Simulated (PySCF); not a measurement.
# CHBrClF (fluorochlorobromomethane): the cost of one run

Programs: PySCF 2.14.0, with density-fitted response routines of our own. Each step states its level of theory. These are calculated values for one molecule in the gas phase, unless marked as measured. Atoms count from 0, in the outputs and in this text.

## 1. Starting geometry

5 atoms, charge 0, multiplicity 1; geometry from: MMFF94s. The atoms were then displaced at random by about 0.03 Å, so the start is not that level's minimum.

Bonds of the start (Å): F0–C1 1.29, C1–Cl2 1.79, C1–Br3 2.04, C1–H4 1.07.

## 2. Optimising the geometry at PBE0-D3(BJ)/def2-SVP

What the job is given:

```
{"job": {"xc": "PBE0", "basis": "def2-SVP", "d3": "d3bj", "grid": 1, "shake": 0.03, "kind": "geom"}, "charge": 0, "multiplicity": 1}
F     -0.125120     1.092330    -0.763770
C     -0.075870     0.101580     0.062190
Cl    -1.347600    -1.103430    -0.319530
Br     1.810390    -0.647620    -0.105740
H     -0.186950     0.446670     1.064720
```

Command:

```
OMP_NUM_THREADS=1 python probes_run.py task.json out
```

This one command runs all jobs of the session in turn.

Q: Estimate the wall time and peak memory of this first job on 1 thread of Arm Neoverse V1, shared host.

About 16 s, with a peak of 0.34 GiB.
